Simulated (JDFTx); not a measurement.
A run of JDFTx 1.7.0 (patched build):

File bands.in:

```
lattice \
    3.2196660000     0.0000000000     0.0000000000 \
    0.0000000000     3.2196660000     0.0000000000 \
    0.0000000000     0.0000000000     4.1084277000
latt-scale 1.889726124626 1.889726124626 1.889726124626
coords-type Lattice
ion Hf     0.5000000000     0.5000000000     0.0000000000 1
ion Ge     0.0000000000     0.0000000000     0.0000000000 1

ion-species pseudo/Hf.upf
ion-species pseudo/Ge.upf
elec-cutoff 39 312
elec-ex-corr gga-PBE
elec-smearing Fermi 0.0018374661
elec-n-bands 19
add-U Hf d 0.146997
electronic-minimize nIterations 30 energyDiffThreshold 1e-06
davidson-band-ratio 1.3
forces-output-coords Cartesian
include path.kpoints
symmetries none
fix-electron-density run.$VAR

dump-name bands.$VAR
dump End Ecomponents EigStats BandEigs Kpoints Forces
```

The input path.kpoints:

```
kpoint +0.0000000000 +0.0000000000 +0.0000000000 0.020000000000
kpoint +0.0000000000 +0.1250000000 +0.0000000000 0.020000000000
kpoint +0.0000000000 +0.2500000000 +0.0000000000 0.020000000000
kpoint +0.0000000000 +0.3750000000 +0.0000000000 0.020000000000
kpoint +0.0000000000 +0.5000000000 +0.0000000000 0.020000000000
kpoint +0.1000000000 +0.5000000000 +0.0000000000 0.020000000000
kpoint +0.2000000000 +0.5000000000 +0.0000000000 0.020000000000
kpoint +0.3000000000 +0.5000000000 +0.0000000000 0.020000000000
kpoint +0.4000000000 +0.5000000000 +0.0000000000 0.020000000000
kpoint +0.5000000000 +0.5000000000 +0.0000000000 0.020000000000
kpoint +0.4285714286 +0.4285714286 +0.0000000000 0.020000000000
kpoint +0.3571428571 +0.3571428571 +0.0000000000 0.020000000000
kpoint +0.2857142857 +0.2857142857 +0.0000000000 0.020000000000
kpoint +0.2142857143 +0.2142857143 +0.0000000000 0.020000000000
kpoint +0.1428571429 +0.1428571429 +0.0000000000 0.020000000000
kpoint +0.0714285714 +0.0714285714 +0.0000000000 0.020000000000
kpoint +0.0000000000 +0.0000000000 +0.0000000000 0.020000000000
kpoint +0.0000000000 +0.0000000000 +0.1250000000 0.020000000000
kpoint +0.0000000000 +0.0000000000 +0.2500000000 0.020000000000
kpoint +0.0000000000 +0.0000000000 +0.3750000000 0.020000000000
kpoint +0.0000000000 +0.0000000000 +0.5000000000 0.020000000000
kpoint +0.0000000000 +0.1000000000 +0.5000000000 0.020000000000
kpoint +0.0000000000 +0.2000000000 +0.5000000000 0.020000000000
kpoint +0.0000000000 +0.3000000000 +0.5000000000 0.020000000000
kpoint +0.0000000000 +0.4000000000 +0.5000000000 0.020000000000
kpoint +0.0000000000 +0.5000000000 +0.5000000000 0.020000000000
kpoint +0.1000000000 +0.5000000000 +0.5000000000 0.020000000000
kpoint +0.2000000000 +0.5000000000 +0.5000000000 0.020000000000
kpoint +0.3000000000 +0.5000000000 +0.5000000000 0.020000000000
kpoint +0.4000000000 +0.5000000000 +0.5000000000 0.020000000000
kpoint +0.5000000000 +0.5000000000 +0.5000000000 0.020000000000
kpoint +0.4375000000 +0.4375000000 +0.5000000000 0.020000000000
kpoint +0.3750000000 +0.3750000000 +0.5000000000 0.020000000000
kpoint +0.3125000000 +0.3125000000 +0.5000000000 0.020000000000
kpoint +0.2500000000 +0.2500000000 +0.5000000000 0.020000000000
kpoint +0.1875000000 +0.1875000000 +0.5000000000 0.020000000000
kpoint +0.1250000000 +0.1250000000 +0.5000000000 0.020000000000
kpoint +0.0625000000 +0.0625000000 +0.5000000000 0.020000000000
kpoint +0.0000000000 +0.0000000000 +0.5000000000 0.020000000000
kpoint +0.0000000000 +0.5000000000 +0.0000000000 0.020000000000
kpoint +0.0000000000 +0.5000000000 +0.1000000000 0.020000000000
kpoint +0.0000000000 +0.5000000000 +0.2000000000 0.020000000000
kpoint +0.0000000000 +0.5000000000 +0.3000000000 0.020000000000
kpoint +0.0000000000 +0.5000000000 +0.4000000000 0.020000000000
kpoint +0.0000000000 +0.5000000000 +0.5000000000 0.020000000000
kpoint +0.5000000000 +0.5000000000 +0.0000000000 0.020000000000
kpoint +0.5000000000 +0.5000000000 +0.1250000000 0.020000000000
kpoint +0.5000000000 +0.5000000000 +0.2500000000 0.020000000000
kpoint +0.5000000000 +0.5000000000 +0.3750000000 0.020000000000
kpoint +0.5000000000 +0.5000000000 +0.5000000000 0.020000000000
```

Potentials or basis: PseudoDojo-SR-PBE-0.5-standard with smoothed tails.

The run is started by

```bash
$ jdftx -c 1 -i bands.in -o bands.out
```

Hardware: 1 thread of Arm Neoverse V1, on a shared host.

Q: How long does it take, and how much memory?

A: Run time: 40 s on 1 thread of Arm Neoverse V1, with other jobs on the host, peak memory 0.11 GiB. Counts: scf iterations 0, bands 19, plane waves 3341.
